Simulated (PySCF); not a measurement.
# F6O3Sn3 (cyclo-(F2SnO)3): the cost of one run

Computed with PySCF 2.14.0, with density-fitted response routines of our own, on a single molecule in the gas phase. Atoms are numbered from 0 throughout.

## Step 1: The starting structure

12 atoms, charge 0, multiplicity 1; geometry from: GFN2-xTB. The atoms were then displaced at random by about 0.03 Å, so the start is not that level's minimum.

Bonds of the start (Å): Sn0–F1 1.92, Sn0–F2 1.73, Sn0–O3 1.92, Sn0–O11 1.94, O3–Sn4 1.85, Sn4–F5 1.89, Sn4–F6 1.91, Sn4–O7 1.92, O7–Sn8 1.83, Sn8–F9 1.87, Sn8–F10 1.85, Sn8–O11 1.91.

## Step 2: Relaxing the molecule at PBE0-D3(BJ)/def2-SVP

The job: settings as JSON, then the geometry in Å.

```
{"job": {"xc": "PBE0", "basis": "def2-SVP", "d3": "d3bj", "grid": 1, "maxiter": 40, "shake": 0.03, "kind": "geom"}, "charge": 0, "multiplicity": 1}
Sn    -0.378310    -1.996480    -0.271480
F     -2.153770    -2.561010    -0.725650
F      0.731350    -3.317060    -0.180680
O     -0.418120    -1.009770     1.376560
Sn    -0.065030     0.754300     1.802650
F     -1.539570     1.614180     2.612460
F      1.437150     0.743870     2.983380
O      0.457660     1.747230     0.243450
Sn     0.495400     1.161440    -1.490350
F     -0.789940     2.051540    -2.509750
F      2.191480     1.443060    -2.167760
O      0.147170    -0.714040    -1.621830
```

Started as:

```console
$ OMP_NUM_THREADS=1 python probes_run.py task.json out
```

This one command runs all jobs of the session in turn.

**Question.** How long does this first job take on 1 thread of Intel Xeon at 2.50GHz, shared host, and how much memory does it need?

About 28 min, with a peak of 1.3 GiB.
